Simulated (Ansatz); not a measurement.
# TaAs: the cost of one run

Program: Ansatz 0.2.0. Level of theory: DFT PBE, scalar-relativistic, plane waves, PAW. These are calculated values, not measurements.

These runs use a low cutoff (300 eV) and a coarse mesh on purpose, to show what cheap settings give: their numbers aren't properties of the material.

## (1) The structure to begin with

Symmetry: I4_1md, No. 109, tetragonal system. Conventional cell: a = 3.462 Å, b = 3.462 Å, c = 11.758 Å, α = 90.00°, β = 90.00°, γ = 90.00°. Ta (site symmetry 2mm) is surrounded by 6 As at 2.62 to 2.63 Å. As (site symmetry 2mm) has 6 Ta at 2.62 to 2.63 Å as nearest neighbours.

Coordinates:

```cif
data_structure
_symmetry_space_group_name_H-M 'I4_1md'
_symmetry_Int_Tables_number 109
_cell_length_a 3.4623
_cell_length_b 3.4623
_cell_length_c 11.7580
_cell_angle_alpha 90.000
_cell_angle_beta 90.000
_cell_angle_gamma 90.000
_cell_volume 140.95
loop_
_atom_site_label
_atom_site_type_symbol
_atom_site_symmetry_multiplicity
_atom_site_Wyckoff_symbol
_atom_site_fract_x
_atom_site_fract_y
_atom_site_fract_z
_atom_site_occupancy
Ta1 Ta 4 a 0.00000 0.50000 0.75013 1
As1 As 4 a 0.50000 0.00000 0.83247 1
```

An earlier run at PBE left this cell at 17.619 Å³/atom and 0.01 GPa (8×8×8 mesh).

Volume factors to run: 0.980, 1.020, 0.960, 1.040.

## (2) Volume × 0.980

Input file input.yaml:

```yaml
crystal:
  lattice:
    - [-1.7195514579, 1.7195514579, 5.83956046]
    - [1.7195514579, -1.7195514579, 5.83956046]
    - [1.7195514579, 1.7195514579, -5.83956046]
  atoms:
    - { symbol: Ta, position: [0.5001323477, 1.0001323477, 0.5], spin: 0.05 }
    - { symbol: Ta, position: [0.7501323477, 0.7501323477, 0.0], spin: 0.05 }
    - { symbol: As, position: [0.0824670723, 0.5824670723, 0.5] }
    - { symbol: As, position: [0.3324670723, 0.3324670723, 0.0] }
basis:
  ecutwfc: 300
  ecutrho_ratio: 4
kpoints:
  mp_grid: { grid: [8, 8, 8] }
hamiltonian:
  xc: pbe
scf:
  occupations: { method: gaussian, width: 0.05 }
output:
  forces: true
  stress: true
  eigenvalues: true
  populations: true
magnetization:
  spin_polarized: true
relax:
  f_tol: 0.01
  max_steps: 40
  cell: { stress_tol: 0.1, fix: [volume] }
```

Run with:

```
$ ansatz run input.yaml --threads 1 --pin off --max-ram 2560MiB --backend cpu --events-out ev --progress --plain --runs-dir out
```

Q: Estimate wall time and peak memory on 1 thread of Intel Xeon at 2.70GHz, shared host.

About 73 s, with a peak of 0.44 GiB.
